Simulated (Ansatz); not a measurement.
# C3HF5: the cost of one run

Computed with Ansatz 0.2.0 (the levels named in each step, unless a step's input says otherwise).

## Step 1: Starting point

Bond lengths: F1–C2 1.319 Å, C2–C3 1.327 Å, C3–F4 1.339 Å, C3–C5 1.516 Å, C5–F6 1.331 Å, C5–F7 1.340 Å, C5–F8 1.337 Å, C2–H9 1.082 Å. Angles: F1–C2–C3 123.3°, F1–C2–H9 114.1°, C3–C2–H9 122.6°, C2–C3–F4 119.1°, C2–C3–C5 128.1°, F4–C3–C5 112.8°, C3–C5–F6 112.2°, C3–C5–F7 111.4°, C3–C5–F8 111.4°, F6–C5–F7 107.3°, F6–C5–F8 107.3°, F7–C5–F8 107.0°.

Coordinates:

```xyz
9

F     1.8245   -1.4608   -0.3362
C     1.7789   -0.1637   -0.0994
C     0.6453    0.5068    0.0664
F     0.6965    1.8237    0.3032
C    -0.7726   -0.0273    0.0252
F    -0.8111   -1.3352   -0.2201
F    -1.4057    0.1783    1.1879
F    -1.4941    0.5771   -0.9237
H     2.7500    0.3109   -0.0513
```

## Step 2: A rough first relaxation, PBE-D4/def2-SVP

This run stands in another session on the same molecule. It ended at:

```xyz
9

F     1.8451   -1.4853   -0.3419
C     1.7836   -0.1772   -0.1020
C     0.6315    0.5004    0.0658
F     0.6814    1.8215    0.3041
C    -0.7817   -0.0295    0.0258
F    -0.8086   -1.3504   -0.2222
F    -1.4048    0.1974    1.2042
F    -1.4952    0.6012   -0.9338
H     2.7604    0.3319   -0.0480
```

## Step 3: Relaxation, PBE0-D4/def2-TZVPP

input.yaml

```yaml
crystal:
  periodic: [false, false, false]
  atoms:
    - { symbol: F, position_ang: [1.84512614, -1.48531264, -0.3419407] }
    - { symbol: C, position_ang: [1.78363342, -0.17724463, -0.10199599] }
    - { symbol: C, position_ang: [0.63153504, 0.50039803, 0.06583139] }
    - { symbol: F, position_ang: [0.68137199, 1.82148863, 0.3041298] }
    - { symbol: C, position_ang: [-0.78168987, -0.02953866, 0.02576871] }
    - { symbol: F, position_ang: [-0.80858032, -1.35035177, -0.22224498] }
    - { symbol: F, position_ang: [-1.4048337, 0.19743771, 1.20423096] }
    - { symbol: F, position_ang: [-1.49524724, 0.60121073, -0.93381268] }
    - { symbol: H, position_ang: [2.76044455, 0.33185261, -0.0479865] }
basis:
  gaussian: { orbitals: def2-TZVPP }
hamiltonian:
  xc: pbe0
  dispersion: d4
relax:
  f_tol: 0.002
  max_steps: 150
```

Command:

```bash
$ ansatz run input.yaml --threads 4 --pin off --max-ram 10240MiB --backend cpu --events-out ev --progress --plain --runs-dir out
```

What time and memory should one allow on 4 threads of Arm Neoverse V2, shared host?

About 33 s, with a peak of 0.77 GiB.
